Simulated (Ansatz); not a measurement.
# GaN₂ (quartet): wave-function methods side by side, cc-pVDZ

The task here is to estimate one member of a computed series from the others.

Program: Ansatz 0.2.0, Gaussian basis. Level of theory: cc-pVDZ, core rule «outside noble gas», up to 16 orbitals frozen. These are calculated values, not measurements.

The runs, in order: UHF; CCSD(T) on ROHF; CCSD(T) on UHF; BCCD(T) on ROHF; CISD; CCSDT(Q) on ROHF; CCSDT(Q) on UHF.

44 further runs of the same task are left out: 16 for a known fault of the program, 12 that didn't finish, 16 set aside as unsound or not needed.

### What is computed

The geometry is a PBE0/def2-TZVP stationary point (not a proven minimum). No spin-orbit coupling is included. The filled d shell of Ga may be among the frozen orbitals whatever the setting's name suggests; the logs give the count.

3 atoms, charge 0, spin multiplicity 4.

Atoms are counted from 1 here; the program's logs count them from 0.

Bond lengths: N1–Ga2 1.807 Å, Ga2–N3 1.807 Å. Angles: N1–Ga2–N3 180.0°.

Set-up of the first run:

File in.yaml:

```yaml
crystal:
  periodic: [false, false, false]
  atoms:
    - {symbol: N, position_ang: [0.000000, 0.000000, 1.806600]}
    - {symbol: Ga, position_ang: [0.000000, 0.000000, 0.000000]}
    - {symbol: N, position_ang: [0.000000, 0.000000, -1.806600]}
basis:
  gaussian: {orbitals: cc-pVDZ}
magnetization: {spin_polarized: true, initial_magnetization: 3}
hamiltonian: {xc: hf}
output: {orbitals: {seedname: orbitals}}
```

The run is started by

```
ansatz run in.yaml --threads 1 --pin off --events-out ev --progress --plain --max-ram 2393MiB
```

Steps of the session up to this table: UHF; CCSD(T) on ROHF; CCSD(T) on UHF; BCCD(T) on ROHF; CISD; CCSDT(Q) on ROHF; CCSDT(Q) on UHF.

One of the session's tables, all rows but one given; the rest of the session is left out.

It belongs to the step «Misses and costs». 

```
   method  from RCCSDT(Q) (kJ/mol)
      UHF                   +860.2
     RMP2                    +93.4
     UMP2                   +194.1
    RCCSD                    +62.1
    UCCSD                        ?
 RCCSD(T)                    +13.5
 UCCSD(T)                    +14.2
  BCCD(T)                    +14.3
   RCCSDT                     +8.4
   UCCSDT                     +5.3
RCCSDT(Q)                        0
UCCSDT(Q)                     -0.9
```

Estimate the missing values for UCCSD.

As computed: from RCCSDT(Q) (kJ/mol): +48.8. In the column «from RCCSDT(Q) (kJ/mol)» it lies between BCCD(T) (+14.3) and RCCSD (+62.1).

Not comparable, so not listed: CISD (they don't share determinant, frozen orbitals or solution with the rows shown, or repeat one).

Caveats from the session: The determinant is far from a pure spin state, so its energy mixes those of several spin states (harmless only where they are near-degenerate, as at dissociation). The report flags that the cluster equations may have other roots. Left out of the table: ROHF (another determinant or state than the rows shown). The program flags RCCSD(T), BCCD(T), RCCSDT(Q) as in doubt, so the zero of the table is itself unsure. Warnings: spin contamination; coupled cluster took another determinant than the lowest; large T1 diagnostic. Restricted and unrestricted rows rest on different reference determinants; where their highest levels disagree by more than a few hundredths of an eV, they describe different states and don't form one ladder.
